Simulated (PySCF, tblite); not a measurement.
**CH4B2F4Si: geometry, infrared bands and NMR shifts**

Aim: predict the infrared bands and NMR shifts of CH4B2F4Si (`FBB[SiH2]C(F)(F)F`).

Computed with tblite 0.8.0 and PySCF 2.14.0, with density-fitted response routines of our own, on a single molecule in the gas phase. Atoms count from 0, in the outputs and in this text.

### 1 The molecule as given

12 atoms, charge 0, multiplicity 1; geometry from: force field or distance geometry start.

Bonds of the start (Å): F0–B1 1.46, B1–B2 1.65, B2–Si3 1.96, Si3–C4 1.87, C4–F5 1.39, C4–F6 1.39, C4–F7 1.38, B1–H8 1.17, B2–H9 1.18, Si3–H10 1.48, Si3–H11 1.46.

### 2 Optimising the geometry with GFN2-xTB

What the job is given:

```
{"job": {"kind": "relax", "xc": "GFN2-xTB", "basis": "xTB"}, "charge": 0, "multiplicity": 1}
F      3.541600    -0.067200     0.320600
B      2.170000     0.279700    -0.042900
B      1.044300    -0.922000    -0.174400
Si    -0.791900    -0.468000    -0.674800
C     -1.559300     0.624400     0.640800
F     -2.875100     0.891400     0.289500
F     -0.854100     1.815900     0.706500
F     -1.516200    -0.006100     1.863100
H      1.885500     1.400000    -0.221600
H      1.333400    -2.047200     0.003300
H     -1.577700    -1.716700    -0.775300
H     -0.799200     0.215300    -1.960700
```

Run with:

```bash
OMP_NUM_THREADS=1 python probes_run.py task.json out
```

This one command runs all jobs of the session in turn.

Standard output:

```text
step      E/eV     max force
  0    -742.26658    3.374
  1    -742.66626    1.813
  2    -742.79183    2.737
  3    -742.87731    0.617
  4    -742.93102    0.438
  5    -742.95055    0.376
  6    -742.96464    0.337
  7    -742.98238    0.259
  8    -742.99166    0.212
  9    -742.99696    0.172
 10    -743.00089    0.184
 11    -743.00591    0.179
 12    -743.01111    0.253
 13    -743.01529    0.220
 14    -743.01749    0.115
 15    -743.01851    0.070
 16    -743.01925    0.070
 17    -743.02009    0.078
 18    -743.02127    0.121
 19    -743.02277    0.131
 20    -743.02416    0.085
 21    -743.02511    0.073
 22    -743.02579    0.083
 23    -743.02662    0.099
 24    -743.02788    0.103
 25    -743.02961    0.130
 26    -743.03212    0.155
 27    -743.03640    0.219
 28    -743.04366    0.393
 29    -743.05419    0.478
 30    -743.07673    0.589
 31    -743.09750    0.574
 32    -743.09593    0.636
 33    -743.11392    0.444
 34    -743.12836    0.263
 35    -743.13698    0.227
 36    -743.15900    0.402
 37    -743.16494    0.325
 38    -743.17972    0.281
 39    -743.18651    0.300
 40    -743.19674    0.273
 41    -743.20796    0.388
 42    -743.22095    0.365
 43    -743.23339    0.410
 44    -743.24512    0.374
 45    -743.25296    0.291
 46    -743.25959    0.334
 47    -743.27104    0.279
 48    -743.28028    0.259
 49    -743.28837    0.256
 50    -743.29711    0.274
 51    -743.30753    0.242
 52    -743.31523    0.375
 53    -743.32091    0.257
 54    -743.32367    0.181
 55    -743.32636    0.139
 56    -743.32865    0.137
 57    -743.33261    0.173
 58    -743.33651    0.183
 59    -743.33930    0.155
 60    -743.34063    0.234
 61    -743.34210    0.124
 62    -743.34344    0.090
 63    -743.34567    0.106
 64    -743.34767    0.109
 65    -743.34945    0.083
 66    -743.35031    0.062
 67    -743.35061    0.038
 68    -743.35076    0.031
 69    -743.35094    0.032
 70    -743.35117    0.048
 71    -743.35142    0.082
 72    -743.35168    0.068
 73    -743.35200    0.068
 74    -743.35250    0.078
 75    -743.35321    0.084
 76    -743.35382    0.062
 77    -743.35412    0.034
 78    -743.35424    0.042
 79    -743.35436    0.032
 80    -743.35458    0.047
 81    -743.35501    0.065
 82    -743.35561    0.062
 83    -743.35607    0.046
 84    -743.35630    0.037
 85    -743.35641    0.026
 86    -743.35649    0.018
 87    -743.35655    0.016
 88    -743.35658    0.015
 89    -743.35661    0.017
 90    -743.35665    0.023
 91    -743.35671    0.022
 92    -743.35675    0.015
 93    -743.35677    0.006
```

Wall time 0.9 s (1 thread of Arm Neoverse N1, shared host); peak memory 0.18 GiB.

The steps of the relaxation: (not every step is listed)

| step | energy from step 0 (eV) | largest force (eV/Å) |
| --- | --- | --- |
| 0 | 0.0000 | 3.3736 |
| 1 | -0.3997 | 1.8129 |
| 2 | -0.5253 | 2.7365 |
| 3 | -0.6107 | 0.6172 |
| 4 | -0.6644 | 0.4382 |
| 5 | -0.6840 | 0.3756 |
| 6 | -0.6981 | 0.3367 |
| 7 | -0.7158 | 0.2591 |
| 8 | -0.7251 | 0.2116 |
| 16 | -0.7527 | 0.0695 |
| 24 | -0.7613 | 0.1029 |
| 32 | -0.8293 | 0.6356 |
| 40 | -0.9302 | 0.2727 |
| 48 | -1.0137 | 0.2593 |
| 56 | -1.0621 | 0.1372 |
| 64 | -1.0811 | 0.1094 |
| 72 | -1.0851 | 0.0677 |
| 80 | -1.0880 | 0.0469 |
| 88 | -1.0900 | 0.0146 |
| 89 | -1.0900 | 0.0166 |
| 90 | -1.0901 | 0.0226 |
| 91 | -1.0901 | 0.0222 |
| 92 | -1.0902 | 0.0147 |
| 93 | -1.0902 | 0.0059 |

Distances of close pairs at the start and the end, largest changes first:

| bond | before (Å) | after (Å) | change (Å) |
| --- | --- | --- | --- |
| F0–B1 | 1.461 | 1.322 | -0.138 |
| Si3–C4 | 1.874 | 1.964 | +0.090 |
| C4–F5 | 1.388 | 1.344 | -0.044 |
| C4–F6 | 1.386 | 1.352 | -0.034 |
| C4–F7 | 1.376 | 1.352 | -0.024 |
| B1–H8 | 1.170 | 1.186 | +0.016 |
| Si3–H11 | 1.456 | 1.470 | +0.014 |
| B1–B2 | 1.652 | 1.640 | -0.012 |

The end geometry stands in the next job.

### 3 Vibrational analysis with GFN2-xTB

What the job is given:

```
{"job": {"kind": "ir", "xc": "GFN2-xTB", "basis": "xTB"}, "charge": 0, "multiplicity": 1}
F      3.265317     0.235058    -0.925483
B      2.295706     0.212904    -0.026733
B      1.072962    -0.877238     0.049566
Si    -0.673827    -0.579901    -0.797065
C     -1.586838     0.565899     0.511005
F     -2.867235     0.837454     0.204566
F     -0.968798     1.761715     0.641585
F     -1.604052     0.024925     1.749778
H      2.366360     1.092534     0.765571
H      1.154999    -1.818946     0.744141
H     -1.634292    -1.686438    -0.928197
H     -0.819103     0.231348    -2.014762
```

Standard output:

```text
mode    cm-1     km/mol
  1      13.7      2.66
  2      28.0      0.65
  3      71.4      4.41
  4      96.7      0.79
  5     177.3      0.67
  6     189.1      0.15
  7     217.0      1.62
  8     270.5      0.16
  9     375.7     55.09
 10     422.6     52.29
 11     452.6      1.89
 12     457.0      5.91
 13     565.9      3.61
 14     584.8     20.93
 15     624.5    117.61
 16     647.7      6.29
 17     691.9     89.46
 18     715.9     95.95
 19     801.2     35.82
 20     813.2    215.90
 21     934.3     24.43
 22    1013.4    196.23
 23    1029.2    175.06
 24    1045.4     71.00
 25    1125.2    165.67
 26    1248.9    304.02
 27    2221.0    377.95
 28    2241.8    149.78
 29    2508.4     76.43
 30    2623.2     37.91
```

It took 0.58 s on 1 thread of Arm Neoverse N1, shared host; peak memory 0.18 GiB.

Which atoms move in the most intense modes:

| cm⁻¹ | km/mol | atoms |
| --- | --- | --- |
| 624 | 117.6 | H9 32 %, B2 31 %, H10 14 % |
| 813 | 215.9 | H10 34 %, H11 34 %, H9 11 % |
| 1013 | 196.2 | C4 71 %, F6 16 %, F7 12 % |
| 1029 | 175.1 | C4 68 %, F5 15 % |
| 1125 | 165.7 | C4 71 %, F5 13 % |
| 1249 | 304.0 | B1 68 %, F0 24 % |
| 2221 | 377.9 | H10 66 %, H11 30 % |
| 2242 | 149.8 | H11 67 %, H10 31 % |

### 4 Shielding tensors: PBE0/pcSseg-1

Settings changed since step 3:

```diff
@@ -1,2 +1,2 @@
-{"job": {"kind": "ir", "xc": "GFN2-xTB", "basis": "xTB"}, "charge": 0, "multiplicity": 1}
+{"job": {"kind": "nmr", "xc": "PBE0", "basis": "pcSseg-1"}, "charge": 0, "multiplicity": 1}
 F      3.265317     0.235058    -0.925483
```

Level: GIAO PBE0/pcSseg-1 NMR shielding, non-relativistic, gas phase.

Standard output:

```text
coarse grid: 11712 points
cycle   1  E = -778.1985863270  dE =  8.482e-01  |g| = 9.185e-01  |ddm| = 3.052e+00
cycle   2  E = -778.0247940153  dE =  1.738e-01  |g| = 1.434e+00  |ddm| = 1.308e+00
cycle   3  E = -778.3392138280  dE = -3.144e-01  |g| = 4.318e-02  |ddm| = 8.090e-01
cycle   4  E = -778.3394560028  dE = -2.422e-04  |g| = 3.321e-02  |ddm| = 6.296e-02
cycle   5  E = -778.3396411715  dE = -1.852e-04  |g| = 9.656e-03  |ddm| = 2.767e-02
cycle   6  E = -778.3396551974  dE = -1.403e-05  |g| = 1.290e-03  |ddm| = 7.096e-03
cycle   7  E = -778.3396556087  dE = -4.114e-07  |g| = 3.146e-04  |ddm| = 2.080e-03
final grid: 113456 points
cycle   8  E = -778.4066250193  dE = -5.812e-05  |g| = 6.035e-03  |ddm| = 1.974e-02
cycle   9  E = -778.4066219882  dE =  3.031e-06  |g| = 7.897e-03  |ddm| = 1.017e-02
cycle  10  E = -778.4066323257  dE = -1.034e-05  |g| = 7.013e-04  |ddm| = 4.701e-03
cycle  11  E = -778.4066324402  dE = -1.145e-07  |g| = 1.857e-04  |ddm| = 9.830e-04
cycle  12  E = -778.4066324494  dE = -9.243e-09  |g| = 3.812e-05  |ddm| = 2.461e-04
cycle  13  E = -778.4066324497  dE = -2.383e-10  |g| = 2.098e-05  |ddm| = 4.895e-05
converged SCF energy = -778.4066324497

GIAO shielding tensors (ppm)
atom      isotropic    diamagn.    paramagn.     s11        s22        s33       span
  0 F      154.249     462.109    -307.860    -83.462     14.384    531.824    615.287
  1 B       29.626     189.598    -159.972    -56.044     52.479     92.444    148.488
  2 B      -21.769     205.009    -226.778   -146.553    -68.686    149.931    296.484
  3 Si     424.357     879.897    -455.540    411.720    418.102    443.249     31.528
  4 C       45.186     247.583    -202.398     40.354     41.822     53.382     13.028
  5 F      222.396     471.052    -248.656    129.771    217.332    320.085    190.313
  6 F      223.145     476.103    -252.959    121.220    232.063    316.151    194.931
  7 F      221.505     475.423    -253.919    119.161    225.628    319.724    200.564
  8 H       24.909      28.679      -3.770     22.002     25.040     27.686      5.683
  9 H       19.522      30.020     -10.499      4.130     25.485     28.950     24.820
 10 H       27.173      28.070      -0.898     24.462     25.431     31.626      7.163
 11 H       27.137      28.277      -1.139     24.796     25.370     31.247      6.451
```

Run time: 45 s. Hardware: 1 thread of Arm Neoverse N1, shared host; peak memory 0.73 GiB.

Shifts follow as δ = σ(reference) − σ, with reference shieldings (ppm) from runs at the same level and on the same kind of geometry: 1H TMS 31.72, 13C TMS 186.9, 29Si TMS 349.2, 19F CFCl3 170.9, 11B BF3·OEt2 100.1. The references are single molecules in the gas phase, so shifts against H2O, NH3, PH3, H3PO4 or CFCl3 are not on the usual liquid scales and can be off by tens of ppm. Atoms listed in one row are averaged.

| atoms | environment | σ (ppm) | δ (ppm) | δ scaled to CDCl3 |
| --- | --- | --- | --- | --- |
| C4 | CF3 carbon | 45.2 | 141.7 | 136.4 |
| H9 | hydrogen on a boron bonded to B, Si | 19.52 | 12.20 | – |
| H8 | hydrogen on a boron bonded to B, F | 24.91 | 6.81 | – |
| H10, H11 | hydrogen on a silicon bonded to C, B | 27.16 | 4.56 | – |
| F0 | fluorine bonded to B | 154.2 | 16.7 | – |
| F5, F6, F7 | fluorine of a CF3 group | 222.3 | -51.4 | – |
| B2 | boron bonded to B, Si, H | -21.8 | 121.8 | – |
| B1 | boron bonded to B, F, H | 29.6 | 70.4 | – |
| Si3 | silicon bonded to C, B, 2 H | 424.4 | -75.2 | – |

The scaled column applies a straight-line fit of computed shieldings to shifts measured in CDCl3, and one for carbons that bear F (root-mean-square error 0.16 ppm for H, 1.9 ppm for C).

Charges from the same density, by scheme (e):

| atoms | Mulliken | IAO | Hirshfeld | ESP fit |
| --- | --- | --- | --- | --- |
| F0 | -0.28 | -0.29 | -0.13 | -0.23 |
| B1 | 0.48 | 0.31 | 0.17 | 0.31 |
| B2 | -0.39 | -0.23 | 0.05 | 0.20 |
| Si3 | 0.47 | 0.58 | 0.26 | 0.20 |
| C4 | 0.52 | 0.58 | 0.18 | 0.21 |
| F5, F6, F7 | -0.27 | -0.28 | -0.10 | -0.13 |

Mayer bond orders: F0–B1 1.13, B1–B2 0.99, B2–Si3 0.93, Si3–C4 0.80, C4–F5 0.98, C4–F6 0.96, C4–F7 0.95.

The fields below are evaluated on a grid from the run's orbitals.

Frontier orbitals at PBE0/pcSseg-1, with the share of their density that lies nearest to each atom:

| orbital | energy (eV) | lies on |
| --- | --- | --- |
| HOMO | -8.60 | B2 27 %; H8 19 %; B1 19 % |
| LUMO | -3.34 | B2 56 %; H9 12 %; Si3 7 % |

ELF in a plane through or near 5 of the atoms.

Ten even steps from ' ' (0.00) to '@' (1.00):
```
                                                        
                                                        
                                                        
                ..              ....                    
            ::**%%%%++      ..==++==::                  
          ..%%@@@@@@@@--  ..++%%%%##--                  
            ##@@@@@@@@--  ..**%%####::  --==::          
            ::@@@@@@@@::    --++##**----##%%++..        
        ::::::--::::++--..    --++==::##==%%**::        
      ..==****--##::%%##====--##@@**==**%%%%**..        
      ..==**##++::%%@@####%%----%%@@==::**##==..        
      ..--++++----%%%%**@@%%..**..==::  ..::..          
        ..::::    --::++@@##::**::****..                
                      --##**..::%%@@@@%%::              
                      ..----==%%@@@@@@@@++              
                            ::##@@@@@@@@--              
                              --##@@%%==                
                                ..::..                  
                                                        
                                                        
```
The map spans 11.8 Å across and 9.2 Å up, centred on the molecule. Atoms in the plane (x, y in Å): B1 (-2.3, 0.3), Si3 (0.6, -1.0), C4 (1.6, 0.6), F5 (2.9, 0.6), H8 (-2.3, 1.5).

On the surface of density 0.002 e/bohr³ the electrostatic potential runs, from the 1st to the 99th percentile, from -0.64 V near F5 to 2.19 V near B2.

### 5 What came out

| quantity | value |
| --- | --- |
| strongest single infrared mode (GFN2-xTB) | 2221 cm⁻¹, 378 km/mol |
| zero-point energy (GFN2-xTB) | 34.6 kcal/mol |
| 13C shifts against TMS (PBE0/pcSseg-1) | 141.7 ppm |
| 1H shifts against TMS (PBE0/pcSseg-1, means over atoms taken as alike) | 12.20, 6.81, 4.56 ppm |
| 19F shifts against CFCl3 (PBE0/pcSseg-1, means over atoms taken as alike) | 16.7, -51.4 ppm |
| 11B shifts against BF3·OEt2 (PBE0/pcSseg-1) | 121.8, 70.4 ppm |
| 29Si shifts against TMS (PBE0/pcSseg-1) | -75.2 ppm |
| surface potential, 1st and 99th percentile | -0.64 V and 2.19 V |

In words: Over 93 steps the energy fell by 1.090 eV; of the close pairs, F0–B1 changed most, 1.461 to 1.322 Å. No mode is imaginary among the 30: a minimum at this level. The strongest single mode, at 2221 cm⁻¹, moves mainly H10. Unscaled tight-binding wavenumbers are off by several per cent, some by more. Its intensities can rank the bands wrongly. At PBE0/pcSseg-1: Shielding is most anisotropic at F0 (span 615 ppm, paramagnetic term -308 ppm). By nearest atom (PBE0/pcSseg-1), the HOMO sits on B2 27 %; H8 19 % and the LUMO on B2 56 %; H9 12 %.
